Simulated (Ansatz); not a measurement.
BH3SeSn, SMILES [BH]1[Se][SnH2]1, harmonic frequencies at the relaxed geometry

With Ansatz 0.2.0 through its Python package.

Interactive session:
```pycon
>>> import itertools
>>> import ansatz as az
>>> from ase import Atoms
>>> from ase.data import atomic_numbers, covalent_radii
>>> from ase.thermochemistry import IdealGasThermo
>>> import numpy as np
>>> BASIS_SET = "def2-SVP"
>>> FUNCTIONAL = "b3lyp"
>>> atoms = Atoms(["B", "Se", "Sn", "H", "H", "H"], positions=[
...     (-0.8056, -1.0601, -0.5219),
...     (0.9871, -1.5309, 0.3085),
...     (0.4682, 0.7589, 0.1775),
...     (-1.9242, -1.2907, -0.5981),
...     (1.3178, 1.5901, -1.1285),
...     (-0.0013, 1.4688, 1.7162),
... ])
>>> molecule = az.Crystal.molecule_from_ase(atoms)
>>> calc = molecule.calculation().basis(gaussian=BASIS_SET).functional(FUNCTIONAL)
>>> symbols = [site.symbol for site in molecule.cartesian_sites]
>>> start = np.array([site.position_ang for site in molecule.cartesian_sites], dtype=float)
>>> report = calc.relax(force_tolerance=0.003).run(threads=1, backend="cpu").report
>>> end = np.array(report["positions_ang"])
>>> # pairs closer than 1.2 times the sum of covalent radii, before or after
>>> radius = [covalent_radii[atomic_numbers[s]] for s in symbols]
>>> span = lambda where, i, j: np.linalg.norm(where[i] - where[j])
>>> bonded = [(i, j) for i, j in itertools.combinations(range(len(symbols)), 2) if min(span(start, i, j), span(end, i, j)) < 1.2 * (radius[i] + radius[j])]
>>> print("pair        before    after (A)")
pair        before    after (A)
>>> for i, j in bonded:
...     print(f"{symbols[i]}{i}-{symbols[j]}{j}".ljust(10), f"{span(start, i, j):8.4f} {span(end, i, j):8.4f}")
...
B0-Se1       2.0310   1.8567
B0-Sn2       2.3282   2.2583
B0-H3        1.1447   1.1959
Se1-Sn2      2.3515   2.7805
Sn2-H4       1.7659   1.7265
Sn2-H5       1.7584   1.7263
>>> # same settings at the minimum
>>> minimum = az.Crystal.molecule()
>>> for symbol, place in zip(symbols, end):
...     minimum = minimum.atom(symbol, place.tolist())
...
>>> vibrating = minimum.calculation()
>>> vibrating = vibrating.basis(gaussian=BASIS_SET).functional(FUNCTIONAL)
>>> vibrating = vibrating.phonons(temperatures=(200, 600, 100))
>>> vib = vibrating.run(threads=1, backend="cpu").report["vibrations"]
>>> sums = vib["harmonic_sums"]
>>> modes = [m["omega_inv_cm"] for m in sums["modes_at_gamma"] if m["rigid_motion"] == "no"]
>>> for number, w in enumerate(modes, start=1):
...     print(f"mode {number:2d} {w:9.1f} 1/cm {w / 8065.544 * 1000:8.2f} meV")
...
mode  1     142.2 1/cm    17.63 meV
mode  2     307.8 1/cm    38.17 meV
mode  3     356.8 1/cm    44.24 meV
mode  4     416.9 1/cm    51.69 meV
mode  5     514.0 1/cm    63.73 meV
mode  6     643.1 1/cm    79.73 meV
mode  7     711.8 1/cm    88.25 meV
mode  8     756.3 1/cm    93.77 meV
mode  9     845.7 1/cm   104.85 meV
mode 10    1857.0 1/cm   230.23 meV
mode 11    1870.7 1/cm   231.93 meV
mode 12    2698.3 1/cm   334.55 meV
>>> print("imaginary modes:", sum(w < 0 for w in modes), " zero-point energy:", round(sums["zero_point_energy_ev"], 4), "eV")
imaginary modes: 0  zero-point energy: 0.6894 eV
>>> # rigid rotor and ideal gas, symmetry number taken as one
>>> gas = IdealGasThermo(vib_energies=[w / 8065.544 for w in modes if w > 0], geometry="linear" if len(modes) == 3 * len(symbols) - 5 else "nonlinear",
...                      atoms=Atoms(symbols, positions=end), symmetrynumber=1, spin=0.0)
>>> print(f"H(298 K) - E = {gas.get_enthalpy(298.15, verbose=False):.4f} eV")
H(298 K) - E = 0.8557 eV
>>> print(f"S(298 K, 1 bar) = {96485.33 * gas.get_entropy(298.15, 1e5, verbose=False):.1f} J/(mol K) with symmetry number 1")
S(298 K, 1 bar) = 321.8 J/(mol K) with symmetry number 1
```

Reading the output:
- The frequencies are harmonic and unscaled, in a modest basis.
- def2 sets replace the cores of elements past krypton by effective core potentials.
- b3lyp holds the VWN-RPA fit, as in Gaussian; the form of ORCA and Turbomole is b3lyp5.
- The entropy takes a symmetry number of 1; a symmetric molecule's is lower by R ln(sigma).
- Finished in 2.6 min on 1 thread of Arm Neoverse V1 (shared host), peak memory 0.32 GiB.
